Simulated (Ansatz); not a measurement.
# CH3BF2S: taking an electron away

An exercise on one series of results from a longer session: the logs are not shown, and one member is left open.

Program: Ansatz 0.2.0, Gaussian basis. Level of theory: unrestricted cation, the program's frozen cores in correlated methods. These are calculated values, not measurements.

Levels to be run: UKS PBE-D4/def2-TZVPP; UKS r2SCAN-D4/def2-TZVPP; UKS PBE0-D4/def2-TZVPP; UKS B3LYP-D4/def2-TZVPP; UKS wB97X-V/def2-TZVPP; UKS wB97M-V/def2-TZVPP; UKS B2PLYP/def2-TZVPP; UHF-CCSD(T)/def2-TZVPP; UHF-MP2/def2-QZVPP; extrapolation to the limit; then −ε(HOMO) from the neutral's earlier runs with LDA (SPW92), PBE-D4, revPBE-D4, BLYP-D4, r2SCAN-D4, B97M-V, PBE0-D4, B3LYP-D4, r2SCANh-D4, r2SCAN0-D4, HSE06-D4, BHLYP-D4, CAM-B3LYP-D4, LC-ωPBE, ωB97X-V, ωB97M-V.

## The relaxed structure

An earlier PBE0-D4 in a triple-zeta def2 set relaxation fixed the geometry.

SMILES `CSB(F)F`, 8 atoms, charge 0, spin multiplicity 1.

Atoms are counted from 1 here; the program's logs count them from 0.

Bond lengths: C1–S2 1.812 Å, C1–H6 1.088 Å, C1–H7 1.089 Å, C1–H8 1.088 Å, S2–B3 1.791 Å, B3–F4 1.320 Å, B3–F5 1.323 Å. Angles: S2–C1–H6 110.8°, S2–C1–H7 106.5°, S2–C1–H8 110.8°, H6–C1–H7 109.3°, H6–C1–H8 110.0°, H7–C1–H8 109.3°, C1–S2–B3 101.2°, S2–B3–F4 119.6°, S2–B3–F5 122.5°, F4–B3–F5 117.9°.

Set-up of the first run:

in.yaml

```yaml
crystal:
  periodic: [false, false, false]
  atoms:
    - {symbol: C, position_ang: [-0.803302, 0.136920, 0.921919]}
    - {symbol: S, position_ang: [0.719295, -0.779625, 0.569872]}
    - {symbol: B, position_ang: [1.068102, -0.245305, -1.103534]}
    - {symbol: F, position_ang: [2.133848, -0.711848, -1.727676]}
    - {symbol: F, position_ang: [0.295401, 0.609586, -1.753226]}
    - {symbol: H, position_ang: [-0.637525, 1.208964, 0.840252]}
    - {symbol: H, position_ang: [-1.080657, -0.107343, 1.946108]}
    - {symbol: H, position_ang: [-1.602963, -0.168649, 0.250486]}
basis:
  gaussian: {orbitals: def2-TZVPP}
total_charge: 1
magnetization: {spin_polarized: true, initial_magnetization: 1}
hamiltonian: {xc: pbe, dispersion: d4}
```

On the command line:

```console
$ ansatz run in.yaml --threads 2 --pin off --events-out ev --progress --plain --max-ram 22528MiB --backend cpu
```

Steps of the session up to this table: Cation, UKS PBE-D4/def2-TZVPP; Cation, UKS r2SCAN-D4/def2-TZVPP; Cation, UKS PBE0-D4/def2-TZVPP; Cation, UKS B3LYP-D4/def2-TZVPP; Cation, UKS wB97X-V/def2-TZVPP; Cation, UKS wB97M-V/def2-TZVPP; Cation, UKS B2PLYP (frozen core)/def2-TZVPP; Cation, UHF-CCSD(T)/def2-TZVPP; Cation, UHF-MP2/def2-QZVPP.

One table of the session follows, with a row left open; its other results are not shown here.

It belongs to the step «Ionisation energies side by side». Orbital estimates, from the neutral's runs:

```
  functional  −ε(HOMO) (eV)
 LDA (SPW92)           6.63
      PBE-D4           6.49
   revPBE-D4           6.43
     BLYP-D4           6.34
   r2SCAN-D4           6.76
      B97M-V           6.84
     PBE0-D4           7.74
    B3LYP-D4           7.50
  r2SCANh-D4           7.22
  r2SCAN0-D4              ?
    HSE06-D4           7.33
    BHLYP-D4           8.84
CAM-B3LYP-D4           9.07
     LC-ωPBE          10.45
     ωB97X-V          10.08
     ωB97M-V           9.91
```

**Question.** Estimate the row for r2SCAN0-D4.

Worked estimate for «−ε(HOMO) (eV)». Against the share of exact exchange, r2SCAN-D4 (0, 6.76), r2SCANh-D4 (0.1, 7.22) give a slope of 4.60 per unit share; at 0.25 the line stands at 7.91.

As computed: −ε(HOMO) (eV): 7.91. In «−ε(HOMO) (eV)» the line misses by 0.00.
